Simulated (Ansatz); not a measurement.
# TaRu (210): surface energy and levels, part 3 of 3

The task, for TaRu: find the bulk's equilibrium cell, then compute energy, relaxation and work function or band edges of the (210) face.

Ansatz 0.2.0; DFT PBEsol, scalar-relativistic, plane waves, PAW. The steps go on from the part before.

## Step 7: Relaxing the (210) slab

Contents of input.yaml:

```yaml
crystal:
  lattice:
    - [3.3872292518, 0.0, 0.0]
    - [0.0, 6.7606544076, 0.0]
    - [0.0, 0.0, 25.1409816114]
  atoms:
    - { symbol: Ta, position: [0.5, 0.7, 0.2983177076] }
    - { symbol: Ru, position: [0.0, 0.4, 0.3252086799] }
    - { symbol: Ta, position: [0.5, 0.1, 0.3520996522] }
    - { symbol: Ru, position: [0.0, 0.8, 0.3789906245] }
    - { symbol: Ta, position: [0.5, 0.5, 0.4058815969] }
    - { symbol: Ru, position: [0.0, 0.2, 0.4327725692] }
    - { symbol: Ta, position: [0.5, 0.9, 0.4596635415] }
    - { symbol: Ru, position: [0.0, 0.6, 0.4865545138] }
    - { symbol: Ta, position: [0.5, 0.3, 0.5134454862] }
    - { symbol: Ru, position: [0.0, 0.0, 0.5403364585] }
    - { symbol: Ta, position: [0.5, 0.7, 0.5672274308] }
    - { symbol: Ru, position: [0.0, 0.4, 0.5941184031] }
    - { symbol: Ta, position: [0.5, 0.1, 0.6210093755] }
    - { symbol: Ru, position: [0.0, 0.8, 0.6479003478] }
    - { symbol: Ta, position: [0.5, 0.5, 0.6747913201] }
    - { symbol: Ru, position: [0.0, 0.2, 0.7016822924] }
basis:
  ecutwfc: 420
kpoints:
  mp_grid: { grid: [10, 5, 1] }
hamiltonian:
  xc: pbesol
scf:
  occupations: { method: gaussian, width: 0.1 }
output:
  forces: true
  eigenvalues: true
  write_density: true
  write_potential: true
  elf: true
  volumetric_format: npy
relax:
  adjacent_minimum: "off"
  f_tol: 0.02
  max_steps: 60
efield:
  axis: 3
  dipole_correction: true
  ramp_width: 0.04
```

Started as:

```
> ansatz run input.yaml --threads 8 --pin off --max-ram 15360MiB --backend cpu --events-out ev --progress --plain --runs-dir out
```

The program printed:

```text
Warning: RAYON_NUM_THREADS=8 ignored (pool sized by the plan → 8); use --threads N
Engine: ansatz 0.2.0, x86_64-unknown-linux-gnu
Pseudopotentials: kind: paw
Pseudopotential: Ta, paw, valence charge 13, recommended cutoff 420 eV (normal), Ta.paw.azcp
Pseudopotential: Ru, paw, valence charge 16, recommended cutoff 420 eV (normal), Ru.paw.azcp
Functional definition: PBEsol
  exchange = pbesol_x
  correlation = pbesol_c
Crystal: 16 atoms, lattice volume = 575.726 Å³
Basis set: ecut = 420 eV, 11285 PW (Γ), exchange–correlation on 48×96×360 points (8 copies of the dense FFT grid, shifted against one another)
Bands: 140, of which v1, the nominal top of the filled ones, is band 116 counted from 1 (115 counted from 0)
Symmetry: 2 space group operations
Space group: Pm (ITA 6), of the structure as read, at distance tolerance 8.3e-5 Å
k-points: 18 of 50 (time reversal used)
Non-local potential: Ta, projectors of the file, l = 0: 3, l = 1: 2, l = 2: 2, l = 3: 1
Non-local potential: Ru, projectors of the file, l = 0: 3, l = 1: 2, l = 2: 2, l = 3: 1
PAW form: soft (Blöchl's): semilocal exchange-correlation on the pseudo side does not see the compensation charge
PAW frozen core: Ta, regenerated for the run's functional, and the local potential with it (the file was generated under x = pbe(κ = 0.804, μ = 0.2195149727645171), c = pbe(β = 0.06672455060314922))
PAW frozen core: Ru, regenerated for the run's functional, and the local potential with it (the file was generated under x = pbe(κ = 0.804, μ = 0.2195149727645171), c = pbe(β = 0.06672455060314922))
PAW one-centre angular grid: Ta, 590 points (default); XC on 64 Gauss nodes
PAW one-centre angular grid: Ru, 590 points (default); XC on 64 Gauss nodes
Initial density: superposition of atomic densities (neutral atoms: chi_scale 0, normalization atom), corrected by the library's trained network
Initial wavefunctions: pseudopotential atomic-orbital guess
Functional: x = pbesol(κ = 0.804, μ = 0.12345679012345678), c = pbesol(β = 0.046)
SCF iter   1: F=—  HF=-124979.257931 eV  |F-HF|=—  |Δ(HF+E_count)|=         —  Δρ=9.74e-3  dr2=3.59e0  ethr=1.77e-3  p=0.019 e·Å  D=5.86e-3 V/Å  ΔV_dip=-0.15 eV  dr2_dipole=8.04e-2  V_vac-E_F(+/−)=4.11/4.25 eV  ⟨swp⟩=8.8  Hψ=12129  notcnv=0
efield: sawtooth ramp at fractional position 0.9800 (placed from the atoms, in the widest stretch of the axis that holds none; the zero of the levels goes with the place), width 0.0400; the density the first Hamiltonian is built on has a dipole p = 0.019 e·Å; the dipole correction subtracts the counter field D = 5.86e-3 V/Å, which shifts the + side's vacuum level by -0.15 eV against the − side's; the planar-averaged density in the ramp window peaks in size at 1.8e-5 e/Å³
preconditioner: auto → LDOS  [metal: Δε(μ)=0.010 eV  Ē_g=4.210 eV  σ=0.100 eV  W_gap=0.06  n_scr=132 (ndim 8)  ℏωp=15.8 eV  f_vac=0.491  D(μ)=21.48/eV (n_scr^D=170)  β→1.0]
SCF iter   2: F=—  HF=-124979.159460 eV  |F-HF|=—  |Δ(HF+E_count)|=   9.85e-2  Δρ=5.24e-3  dr2=2.48e-1  ethr=1.55e-3  p=0.007 e·Å  D=2.27e-3 V/Å  ΔV_dip=-0.06 eV  dr2_dipole=4.34e-2  V_vac-E_F(+/−)=4.28/4.33 eV  ⟨swp⟩=2.0  Hψ=3064  notcnv=0  defer=212
SCF iter   3: F=—  HF=-124979.143967 eV  |F-HF|=—  |Δ(HF+E_count)|=   1.55e-2  Δρ=1.73e-3  dr2=5.09e-2  ethr=1.07e-4  p=0.007 e·Å  D=2.22e-3 V/Å  ΔV_dip=-0.06 eV  dr2_dipole=3.29e-3  V_vac-E_F(+/−)=4.26/4.31 eV  ⟨swp⟩=2.1  Hψ=3403  notcnv=0  defer=217
SCF iter   4: F=—  HF=-124979.141680 eV  |F-HF|=—  |Δ(HF+E_count)|=   2.29e-3  Δρ=4.16e-4  dr2=3.85e-3  ethr=2.19e-5  p=0.005 e·Å  D=1.55e-3 V/Å  ΔV_dip=-0.04 eV  dr2_dipole=9.80e-5  V_vac-E_F(+/−)=4.26/4.30 eV  ⟨swp⟩=2.0  Hψ=3062  notcnv=0  defer=217
SCF iter   5: F=—  HF=-124979.141641 eV  |F-HF|=—  |Δ(HF+E_count)|=   3.94e-5  Δρ=1.27e-4  dr2=2.84e-4  ethr=1.66e-6  p=0.004 e·Å  D=1.36e-3 V/Å  ΔV_dip=-0.03 eV  dr2_dipole=1.01e-5  V_vac-E_F(+/−)=4.26/4.30 eV  ⟨swp⟩=2.0  Hψ=3400  notcnv=0  defer=84
SCF iter   6: F=—  HF=-124979.141669 eV  |F-HF|=—  |Δ(HF+E_count)|=   2.78e-5  Δρ=3.93e-5  dr2=2.24e-5  ethr=1.22e-7  p=0.004 e·Å  D=1.19e-3 V/Å  ΔV_dip=-0.03 eV  dr2_dipole=7.55e-7  V_vac-E_F(+/−)=4.26/4.29 eV  ⟨swp⟩=2.0  Hψ=3064  notcnv=0  defer=84
SCF iter   7: F=-124979.141671 eV  HF=-124979.141671 eV  |F-HF|=2.55e-7  |Δ(HF+E_count)|=   2.41e-6  Δρ=1.38e-5  dr2=2.73e-6  ethr=4.31e-9  p=0.004 e·Å  D=1.10e-3 V/Å  ΔV_dip=-0.03 eV  dr2_dipole=6.14e-9  V_vac-E_F(+/−)=4.26/4.29 eV  ⟨swp⟩=22.6  Hψ=26361  notcnv=0
SCF 1 converged in 7 iterations: F = -124979.141671 eV  dr2 = 2.73e-6
relax step   1: F+E_penalty+E_count = -124979.14167142 eV  Δ(F+E_penalty+E_count) = +0.000e0 eV  max|allowed force component| = 2.411e0 eV/Å  Δτ_max = 0.0000 Å  (7 SCF iters, dr2 threshold 1.00e-5 eV, accepted)
[... from here on, the SCF cycles and remarks between the steps are left out ...]
relax step   2: F+E_penalty+E_count = -124979.99646453 eV  Δ(F+E_penalty+E_count) = -8.548e-1 eV  max|allowed force component| = 5.290e-1 eV/Å  Δτ_max = 0.1950 Å  (7 SCF iters, dr2 threshold 1.00e-4 eV, accepted)
relax step   3: F+E_penalty+E_count = -124980.15790427 eV  Δ(F+E_penalty+E_count) = -1.614e-1 eV  max|allowed force component| = 3.042e-1 eV/Å  Δτ_max = 0.0968 Å  (7 SCF iters, dr2 threshold 1.75e-5 eV, accepted)
relax step   4: F+E_penalty+E_count = -124980.16709449 eV  Δ(F+E_penalty+E_count) = -9.190e-3 eV  max|allowed force component| = 4.582e-1 eV/Å  Δτ_max = 0.1838 Å  (7 SCF iters, dr2 threshold 5.78e-6 eV, accepted)
relax step   5: F+E_penalty+E_count = -124980.21663232 eV  Δ(F+E_penalty+E_count) = -4.954e-2 eV  max|allowed force component| = 1.667e-1 eV/Å  Δτ_max = 0.1191 Å  (6 SCF iters, dr2 threshold 6.94e-5 eV, accepted)
relax step   6: F+E_penalty+E_count = -124980.22069517 eV  Δ(F+E_penalty+E_count) = -4.063e-3 eV  max|allowed force component| = 5.578e-2 eV/Å  Δτ_max = 0.0219 Å  (6 SCF iters, dr2 threshold 3.68e-6 eV, accepted)
relax step   7: F+E_penalty+E_count = -124980.22115007 eV  Δ(F+E_penalty+E_count) = -4.549e-4 eV  max|allowed force component| = 2.427e-2 eV/Å  Δτ_max = 0.0126 Å  (6 SCF iters, accepted)
relax step   8: F+E_penalty+E_count = -124980.22121893 eV  Δ(F+E_penalty+E_count) = -6.886e-5 eV  max|allowed force component| = 5.312e-3 eV/Å  Δτ_max = 0.0040 Å  (6 SCF iters, accepted)
WARN: The output density's exchange-correlation potential varies sharply where the density is thin. Do not read a vacuum level from v_tot or v_xc, or from such a field of the output density. On a cell that repeats whose density bears no net charge and no dipole along the vacuum's axis use v_es (v_loc + v_h of the components); under efield.dipole_correction with no amplitude use v_es + v_field, which holds any external_charges[].barrier, or the levels of the report's work_function block, which leave it out; under a non-zero efield.amplitude the vacuum is tilted and has no level; on a cell that repeats and bears such a dipole with no correction it is tilted too, and efield.dipole_correction with no amplitude gives each side of its ramp a level where efield: is served; in a cell that repeats whose density bears a net charge (total_charge, or a fill off its count) it is curved and has none; of a slab under crystal.periodic whose density bears no net charge use v_es, which has a level on each side, short of where the two are joined; of another it falls or rises all the way out and has none; of a slab beside external_charges read slab_vacuum_level instead, which it has where they leave it neutral. The grid or the basis barely resolves most such structure, and the values can differ between equally converged runs; as a rule a tighter scf.convergence.dr2_threshold does not remove it. Where the density itself ripples (under the LDA too) a higher basis.ecutwfc lessens it. The files hold the spikes' plane waves up to the density's cutoff. Files: v_tot_of_output_density and the like, and their columns of v_z.tsv (output.write_potential); v_xc_of_output_density and the like, and their columns of v_comp_z.tsv (output.write_potential_components). Measured: with its Gaussian average of σ = 0.25 Å subtracted twice, the exchange-correlation potential is over 0.1 eV at 487 of the grid points where the equally averaged density (valence and model cores) is under 1e-3 e/Å³, and 0.335 eV at the most among them, at an averaged density of 2.9e-8 e/Å³. The input density's (outcome.potential() and, of a run that writes arrays, v_tot and v_xc) is over 0.1 eV, so measured, at 7 points of its own thin density, 0.219 eV at the most. See output.write_potential in the manual, Limitations
SCF converged after 6 iterations
Free energy (F): -124980.221219 eV
Harris-Foulkes:  -124980.221219 eV  (|F-HF|=7.70e-9)
Internal energy: -124980.138407 eV  (E = F + TS)
E sigma→0 (E₀):  -124980.179813 eV
Entropy (-TS):   -0.082812 eV (-5.176 meV/atom)
Fermi energy:    6.937813 eV
Dipole field:    D = 0.005837 V/Å  (p = 0.018573 e·Å, saw-weighted, corrected)
Work function:   Φ+ = 4.2769 eV   Φ− = 4.4237 eV
Levels:          The Fermi level and band energies are counted from a zero that moves with the ramp; work functions are not
--- Per-component energies (eV) ---
  E_band       = -4698.294713
  E_kinetic    = 7040.038786
  E_local      = -308237.199553  (includes V_loc(G=0)·N_el)
  E_nonlocal   = 2903.797176
  E_hartree    = 149915.239373
  E_xc         = -3244.420490
  E_vxc        = -3530.218634  (∫ρ·V_xc dr)
  E_paw        = -93378.471132  (= ΣΔE_a)
  E_vpaw       = -2705.146310  (= ΣTr[D̂ρ^β])
  E_aug_tail   = -0.000421  (compensation charges beyond the density's cutoff)
  E_efield     = 0.000054  (sawtooth field / dipole correction)
  E_vefield    = -0.041756  (∫n·V_field dr)
  E_ewald      = 120017.142260
  E_core_change = 3.735540  (= ΣΔE_core)
  E_smearing   = -0.082812  (= −TS)
  E_closure    = -0.000000  (closes the sum)
  Σ components = -124980.221219   (vs F -124980.221219, Δ=0.00e0)
--- Forces (eV/Å), atoms counted from 1 ---
  atom   1  Ta     0.00000000    -0.00005301     0.00172690
  atom   2  Ru     0.00000000    -0.00450675     0.00307277
  atom   3  Ta     0.00000000     0.00163823     0.00244350
  atom   4  Ru     0.00000000    -0.00136007    -0.00004814
  atom   5  Ta     0.00000000     0.00531542    -0.00015702
  atom   6  Ru     0.00000000    -0.00180664    -0.00245351
  atom   7  Ta     0.00000000     0.00038760    -0.00204637
  atom   8  Ru     0.00000000    -0.00169400    -0.00191191
  atom   9  Ta     0.00000000     0.00157720     0.00009849
  atom  10  Ru     0.00000000     0.00155810    -0.00046886
  atom  11  Ta     0.00000000    -0.00051124     0.00126275
  atom  12  Ru     0.00000000    -0.00168320    -0.00079564
  atom  13  Ta     0.00000000     0.00124865    -0.00029884
  atom  14  Ru     0.00000000    -0.00115877    -0.00000608
  atom  15  Ta     0.00000000     0.00250796     0.00017873
  atom  16  Ru     0.00000000    -0.00140761    -0.00057839
  max |Σ_I F_I| component: 5.19e-5 eV/Å
--- Band table (eV; the first three rows and the last of 18) ---
  k-point 0: bands = ["-65.9514", "-65.8802", "-65.8625", "-65.8535", "-65.8199", "-65.5201", "-65.5179", "-65.4278", "-61.6044", "-61.4571", "-61.4175", "-61.4051", "-61.3919", "-61.3909", "-61.3310", "-61.2463", "-36.0652", "-36.0309", "-36.0139", "-35.9983", "-35.9729", "-35.9661", "-35.9309", "-35.9224", "-35.8990", "-35.8946", "-35.8802", "-35.8662", "-35.8549", "-35.8516", "-35.8121", "-35.6502", "-35.6363", "-35.6318", "-35.6178", "-35.5332", "-35.5056", "-35.4908", "-35.4691", "-35.4623", "-28.2793", "-28.1727", "-28.1550", "-28.1128", "-28.0632", "-28.0481", "-27.9790", "-27.9604", "-27.9261", "-27.9054", "-27.8502", "-27.8452", "-27.8370", "-27.8326", "-27.8317", "-27.8145", "-27.8088", "-27.7869", "-27.7809", "-27.7566", "-27.7333", "-27.7107", "-27.6291", "-27.5896", "-1.3879", "-0.3304", "0.9100", "1.1728", "1.3269", "1.3796", "1.5281", "1.5895", "1.7195", "1.8374", "1.9430", "2.0249", "2.1787", "2.2826", "2.3533", "2.5870", "2.8600", "2.9686", "2.9965", "3.0042", "3.2542", "3.3290", "3.3858", "3.4695", "3.4958", "3.6763", "3.7834", "3.8743", "3.8775", "4.1410", "4.2330", "4.2956", "4.4220", "4.4305", "4.6018", "4.6246", "4.6922", "4.9059", "5.0128", "5.0747", "5.1322", "5.1467", "5.2646", "5.3969", "5.5417", "5.6599", "5.7486", "5.9421", "6.2686", "6.4964", "6.8735", "7.0571", "7.2386", "7.2613", "7.2854", "7.3959", "7.4920", "7.5899", "7.6431", "7.8534", "7.9724", "8.0692", "8.1114", "8.3276", "8.3539", "8.4981", "8.5366", "8.5729", "8.7058", "8.7494", "8.8091", "8.9122", "8.9991", "9.0723", "9.0738", "9.2523"]
[... 3 lines left out ...]
--- Relaxed structure (8 steps of the walk, 8 accepted, 0 SCFs on fresh bases) ---
  F+E_penalty+E_count = -124980.22121893 eV   max|allowed force component| = 5.312e-3 eV/Å
  atoms:
    - { symbol: Ta, position: [0.5, 0.6908083106331973, 0.3079787272222807] }
    - { symbol: Ru, position: [0.0, 0.405798246969901, 0.32903107813088356] }
    - { symbol: Ta, position: [0.5, 0.11040440020223886, 0.34521628826101236] }
    - { symbol: Ru, position: [0.0, 0.8074548065552712, 0.3779802410837271] }
    - { symbol: Ta, position: [0.5, 0.4884587959784182, 0.4067400196270528] }
    - { symbol: Ru, position: [0.0, 0.19219112607434943, 0.43227125694935725] }
    - { symbol: Ta, position: [0.5, 0.9007174541217863, 0.4579684976353023] }
    - { symbol: Ru, position: [0.0, 0.5989738746517614, 0.48656214895557] }
    - { symbol: Ta, position: [0.5, 0.294044511537387, 0.5140198990879544] }
    - { symbol: Ru, position: [0.0, -0.002686686669098846, 0.5403177505189354] }
    - { symbol: Ta, position: [0.5, 0.6945653233544363, 0.5679993809505156] }
    - { symbol: Ru, position: [0.0, 0.39666173639720004, 0.5928759894629921] }
    - { symbol: Ta, position: [0.5, 0.09264079192958004, 0.6265477786493178] }
    - { symbol: Ru, position: [0.0, 0.7828951338197269, 0.6448665269716227] }
    - { symbol: Ta, position: [0.5, 0.5135430392787775, 0.6784439040294401] }
    - { symbol: Ru, position: [0.0, 0.23352913516506782, 0.6911805124640358] }
```

Run time: 75 s. Hardware: 8 threads of AMD EPYC 9R45 (Zen 5), shared host; peak memory 3.5 GiB.

The steps of the relaxation:

```csv
step,E - E(step 1) (eV/cell),largest force component (eV/Å)
1,0.0000,2.4112
2,-0.8548,0.5290
3,-1.0162,0.3042
4,-1.0254,0.4582
5,-1.0750,0.1667
6,-1.0790,0.0558
7,-1.0795,0.0243
8,-1.0795,0.0053
```

Step 1 is the start.

From the log: work function 4.28 eV (top face), 4.42 eV (bottom face); dipole along +c 0.019 e·Å per cell.

Plane-averaged electrostatic potential energy of an electron across the slab, counted from the Fermi level:

z (Å), V (eV) and a bar:
```
     1.96       4.42 ##############################
     2.51       4.42 ##############################
     2.79       4.42 ##############################
     3.35       4.42 ##############################
     3.63       4.42 ##############################
     4.19       4.42 ##############################
     4.47       4.41 ##############################
     5.03       4.37 ##############################
     5.31       4.33 ##############################
     5.87       4.06 #############################
     6.42       3.11 ############################
     6.70       1.93 ##########################
     7.26      -3.54 ###################
     7.54      -8.00 ############
     8.10     -16.19 #
     8.38     -16.79 
     8.94     -12.84 ######
     9.22     -12.06 #######
     9.78     -12.07 #######
    10.06     -11.77 #######
    10.62     -13.68 ####
    11.17     -13.43 #####
    11.45     -12.25 ######
    12.01     -12.89 ######
    12.29     -13.23 #####
    12.85     -12.11 #######
    13.13     -12.57 ######
    13.69     -13.59 #####
    13.97     -12.80 ######
    14.53     -12.72 ######
    15.08     -12.42 ######
    15.36     -11.68 #######
    15.92     -13.97 ####
    16.20     -14.45 ###
    16.76     -13.46 #####
    17.04     -13.90 ####
    17.60      -9.65 ##########
    17.88      -4.56 #################
    18.44       2.18 ###########################
    18.72       3.21 ############################
    19.27       4.00 #############################
    19.83       4.21 ##############################
    20.11       4.24 ##############################
    20.67       4.27 ##############################
    20.95       4.27 ##############################
    21.51       4.28 ##############################
    21.79       4.28 ##############################
    22.35       4.28 ##############################
    22.63       4.28 ##############################
    23.19       4.28 ##############################
```

Density in a lattice plane of the grid's cell (edges 6.76 and 25.14 Å, at 0.000 of the third edge), which holds Ru.

Ten even steps from ' ' (0.00 e/Å³) to '@' (9.43 e/Å³):
```
            
            
            
            
            
  **--      
        ::%%
    ##::    
@@          
      ::++  
  **        
  ..      ++
    ::..  ::
    ..      
            
            
            
            
            
            
```
Columns run along the first of these edges and rows up along the second, over one cell in 6 and 20 even steps from the bottom left corner. Atoms in the plane (fractional): Ru at (0.41, 0.33), Ru at (0.81, 0.38), Ru at (0.19, 0.43), Ru at (0.60, 0.49), Ru at (1.00, 0.54), Ru at (0.40, 0.59), Ru at (0.78, 0.64), Ru at (0.23, 0.69).

ELF in the same plane.

Values, 12 rows by 6 columns:
```
0.00 0.00 0.00 0.00 0.00 0.00
0.00 0.00 0.01 0.01 0.00 0.00
0.07 0.06 0.18 0.42 0.34 0.11
0.42 0.50 0.34 0.36 0.34 0.65
0.27 0.36 0.62 0.57 0.40 0.36
0.25 0.39 0.38 0.56 0.62 0.37
0.34 0.63 0.29 0.36 0.29 0.31
0.42 0.53 0.64 0.61 0.43 0.22
0.10 0.19 0.14 0.52 0.51 0.18
0.00 0.00 0.00 0.01 0.01 0.01
0.00 0.00 0.00 0.00 0.00 0.00
0.00 0.00 0.00 0.00 0.00 0.00
```
Columns run along the first of these edges and rows up along the second, over one cell in 6 and 12 even steps from the bottom left corner. Atoms in the plane (fractional): Ru at (0.41, 0.33), Ru at (0.81, 0.38), Ru at (0.19, 0.43), Ru at (0.60, 0.49), Ru at (1.00, 0.54), Ru at (0.40, 0.59), Ru at (0.78, 0.64), Ru at (0.23, 0.69).

Both are smooth fields of the valence electrons: close to the nuclei they are not physical.

The highest ELF values outside the cores: 0.68 outside the outer layer, 2.1 Å from Ru; 0.62 between the atoms, 1.8 Å from Ru; 0.45 on the Ru–Ru line, 1.7 Å from Ru.

## Step 8: What the (210) slab gives

γ = (E_slab − N E_bulk) / (2A); here N = 16 and A = 22.90 Å².

|  | as cut | relaxed |
| --- | --- | --- |
| surface energy, mean of both faces | 3.36 J/m² | 2.98 J/m² |
| work function | 4.26 eV (top face), 4.29 eV (bottom face) | 4.28 eV (top face), 4.42 eV (bottom face) |
| dipole along +c (e·Å/cell) | 0.003 | 0.019 |

How the layers moved (bottom to top):

```csv
plane,atoms,"spacing to the next, as cut (Å)",relaxed (Å),change (%),rumpling (Å)
1,Ta,0.676,0.529,-21.7,0.000
2,Ru,0.676,0.407,-39.8,0.000
3,Ta,0.676,0.824,+21.8,0.000
4,Ru,0.676,0.723,+6.9,0.000
5,Ta,0.676,0.642,-5.1,0.000
6,Ru,0.676,0.646,-4.4,0.000
7,Ta,0.676,0.719,+6.3,0.000
8,Ru,0.676,0.690,+2.1,0.000
9,Ta,0.676,0.661,-2.2,0.000
10,Ru,0.676,0.696,+2.9,0.000
11,Ta,0.676,0.625,-7.5,0.000
12,Ru,0.676,0.847,+25.2,0.000
13,Ta,0.676,0.461,-31.9,0.000
14,Ru,0.676,0.844,+24.9,0.000
15,Ta,0.676,0.320,-52.6,0.000
16,Ru,,,,0.000
```

## Step 9: What came out

What follows sums up all 3 parts. Changes of volume or cell count from the first structure of part 1.

| quantity | value |
| --- | --- |
| bulk: relaxed cell | a = 3.023 Å, b = 3.023 Å, c = 3.387 Å, α = 90.00°, β = 90.00°, γ = 90.00° |
| bulk: space group (0.01 Å) | P4/mmm (No. 123) |
| bulk: volume | 15.48 Å³/atom |
| bulk: formation energy (elements from runs with the same settings, not shown) | -0.29 eV/atom |
| surface energy, (210), cut with Ru on top | 2.98 J/m² |
| work function, (210), cut with Ru on top | 4.28 eV (top face), 4.42 eV (bottom face) |

The bulk cell shrank by 2.0 % in volume on relaxing. The start is a reported cell, which holds thermal expansion that this zero-temperature run lacks. On (210) the top spacing contracts by 52.6 %, and relaxation gains 0.382 J/m² a face. Inner planes relax by over 3 % too, so the slab is too thin to hold a bulk-like region. Spin-orbit coupling is left out for Ta.
